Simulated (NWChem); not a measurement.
**SiClF2 (SMILES F[Si](F)Cl): U-r2SCAN/6-31G(d,p) (spherical functions)**

What is the vertical ionisation energy of SiClF2 at U-r2SCAN/6-31G** (spherical functions)? 

The results are computed with NWChem 7.3.0.

**1. The molecule**

SiClF2: 4 atoms, total charge 0, spin state doublet. SMILES: `F[Si](F)Cl`. The coordinates come from a PBE0-D4/def2-TZVP relaxation.

Bond lengths: F1–Si2 1.585 Å, Si2–F3 1.585 Å, Si2–Cl4 2.036 Å. Angles: F1–Si2–F3 107.0°, F1–Si2–Cl4 108.9°, F3–Si2–Cl4 108.9°.

**2. The energy at U-r2SCAN/6-31G(d,p) (spherical functions)**

The input, clf2si.nw:

```
start clf2si
memory 2200 mb
geometry units angstroms noautosym nocenter noautoz
F     1.308200    0.129000    0.798000
Si    0.221200   -0.316500   -0.265700
F    -0.871800   -1.157400    0.514900
Cl   -0.657600    1.344900   -1.047300
end
basis spherical bse
* library 6-31G**
end
dft
xc r2scan
mult 2
grid fine
convergence energy 1e-08
maxiter 100
mulliken
noprint "final vectors analysis"
end
task dft energy
```

The run is started by

```console
nwchem clf2si.nw > clf2si.out
```

The program printed:

```text
[...]
          Wavefunction type:  spin polarized.
          No. of atoms     :     4
          No. of electrons :    49
[...]
          Charge           :     0
          Spin multiplicity:     2
[...]
          AO basis - number of functions:    64
[...]
              XC Information
              --------------
                      r^2SCAN Method XC Functional
               r^2SCAN metaGGA Exchange Functional  1.000
                     r^2SCAN Correlation Potential  1.000
[...]
 d= 0,ls=0.0,diis     1   -949.2211244297 -1.17D+03  1.36D-02  2.09D-01     1.0
[...]
 d= 0,ls=0.0,diis    10   -949.3175451326 -6.93D-10  4.63D-07  1.51D-09     8.5
[...]
         Total DFT energy =     -949.317545132585
      One electron energy =    -1748.548836278458
           Coulomb energy =      651.762796036918
    Exchange-Corr. energy =      -70.130820560389
 Nuclear repulsion energy =      217.599315669344
[...]
      Total Density - Mulliken Population Analysis
     ---------------------------------------------
    Atom       Charge   Shell Charges
 -----------   ------   -------------------------------------------------------
    1 F    9     9.37   2.00  0.94  3.30  1.02  2.10  0.01
    2 Si  14    13.03   2.00  2.00  5.97  0.89  1.36  0.24  0.23  0.35
    3 F    9     9.37   2.00  0.94  3.30  1.02  2.10  0.01
    4 Cl  17    17.23   2.00  2.00  5.97  1.39  3.64  0.57  1.65  0.02
[...]
      <S2> =      0.7520 (Exact =     0.7500)
[...]
```

Wall time 9.3 s (1 thread of Intel Xeon 6975P-C (Granite Rapids), shared host); peak memory 0.11 GiB.

**3. The singlet cation, same level**

The input, clf2si.nw:

```
start clf2si
title "ClF2Si"
memory stack 880 mb heap 220 mb global 1100 mb
charge 1

geometry noautosym nocenter noautoz
  F      1.308200     0.129000     0.798000
  Si     0.221200    -0.316500    -0.265700
  F     -0.871800    -1.157400     0.514900
  Cl    -0.657600     1.344900    -1.047300
end

basis spherical bse
  * library 6-31G**
end

dft
  xc r2scan
  grid fine
  convergence energy 1e-08
  maxiter 100
  mulliken
  noprint "final vectors analysis"
end

task dft energy
```

The run is started by

```console
nwchem clf2si.nw > clf2si.out
```

The program printed:

```text
[...]
          Wavefunction type:  closed shell.
          No. of atoms     :     4
          No. of electrons :    48
[...]
          Charge           :     1
          Spin multiplicity:     1
[...]
          AO basis - number of functions:    64
[...]
              XC Information
              --------------
                      r^2SCAN Method XC Functional
               r^2SCAN metaGGA Exchange Functional  1.000
                     r^2SCAN Correlation Potential  1.000
[...]
 d= 0,ls=0.0,diis     1   -948.7367538527 -1.17D+03  3.99D-02  2.09D+00     0.8
[...]
 d= 0,ls=0.0,diis    11   -948.9507771290 -6.87D-11  6.30D-07  1.65D-09     6.7
         Total DFT energy =     -948.950777129012
      One electron energy =    -1735.082470378948
           Coulomb energy =      638.251399677026
    Exchange-Corr. energy =      -69.719022096434
 Nuclear repulsion energy =      217.599315669344
[...]
      Total Density - Mulliken Population Analysis
     ---------------------------------------------
    Atom       Charge   Shell Charges
 -----------   ------   -------------------------------------------------------
    1 F    9     9.25   2.00  0.95  3.27  1.02  1.99  0.02
    2 Si  14    12.60   2.00  2.00  5.97  0.87  1.29  0.01  0.12  0.34
    3 F    9     9.25   2.00  0.95  3.27  1.02  1.99  0.02
    4 Cl  17    16.90   2.00  2.00  5.97  1.44  3.57  0.54  1.37  0.02
[...]
```

Wall time 7.2 s (1 thread of Intel Xeon 6975P-C (Granite Rapids), shared host); peak memory 0.11 GiB.

**4. What came out**

At U-r2SCAN/6-31G** (spherical functions):

| quantity | value |
| --- | --- |
| doublet SiClF2: total energy | -949.31755 Eh |
| doublet SiClF2: dipole moment | 1.13 D |
| doublet SiClF2: ⟨S²⟩ | 0.752 |
| singlet cation: total energy | -948.95078 Eh |
| vertical ionisation energy (to the singlet cation) | 9.980 eV |

What this shows: Removing an electron at fixed nuclei costs 9.98 eV (963 kJ/mol). Only the singlet of the ionised species was computed; a triplet could lie lower. Mulliken charges (doublet SiClF2) run from -0.37 on F1 to +0.97 on Si2.
